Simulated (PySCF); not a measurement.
# C9H16: the cost of one run

Computed with PySCF 2.14.0, with density-fitted response routines of our own, on a single molecule, in the gas phase or a continuum. Atoms are numbered from 0 throughout.

## (1) The molecule as given

25 atoms, charge 0, multiplicity 1; geometry from: GFN2-xTB. The atoms were then displaced at random by about 0.01 Å, so the start is not that level's minimum.

Bonds of the start (Å): C0–C1 1.29, C1–C2 1.51, C2–C3 1.57, C3–C4 1.50, C4–C5 1.52, C5–C6 1.53, C6–C7 1.53, C4–C8 1.55, C8–C1 1.51, C0–H9 1.09, C0–H10 1.10, C2–H11 1.10, C2–H12 1.10, C3–H13 1.07, C3–H14 1.08, C4–H15 1.10, C5–H16 1.09, C5–H17 1.09, C6–H18 1.10, C6–H19 1.12, C7–H20 1.09, C7–H21 1.11, C7–H22 1.07, C8–H23 1.07, C8–H24 1.09.

## (2) Geometry optimisation at PBE0-D3(BJ)/def2-SVP

The job: settings as JSON, then the geometry in Å.

```
{"job": {"xc": "PBE0", "basis": "def2-SVP", "d3": "d3bj", "grid": 1, "shake": 0.01, "kind": "geom"}, "charge": 0, "multiplicity": 1}
C     -3.325280     0.674440     1.101810
C     -2.309120     0.103220     0.541220
C     -2.353430    -1.209700    -0.199330
C     -0.934190    -1.292090    -0.873800
C     -0.035270    -0.559920     0.081350
C      1.292030    -0.155230    -0.549130
C      2.249300     0.540280     0.427480
C      3.600050     0.859280    -0.222310
C     -0.893900     0.636710     0.567580
H     -4.336460     0.272150     1.055240
H     -3.264020     1.631430     1.634300
H     -2.443570    -2.019620     0.537970
H     -3.191030    -1.257360    -0.904850
H     -0.669390    -2.318430    -1.046200
H     -0.997440    -0.777980    -1.826130
H      0.166170    -1.183780     0.962690
H      1.785730    -1.051570    -0.926270
H      1.098020     0.500390    -1.395860
H      2.393820    -0.102580     1.303060
H      1.757540     1.478270     0.776420
H      3.435870     1.502170    -1.090740
H      4.078230    -0.081660    -0.557500
H      4.249020     1.366750     0.467760
H     -0.609120     1.019510     1.519770
H     -0.791150     1.437380    -0.169630
```

Launch:

```
$ OMP_NUM_THREADS=1 python probes_run.py task.json out
```

This one command runs all jobs of the session in turn.

**Question.** How long does this first job take on 1 thread of Intel Xeon Platinum 8259CL at 2.50GHz, shared host, and how much memory does it need?

About 3.6 min, with a peak of 0.9 GiB.
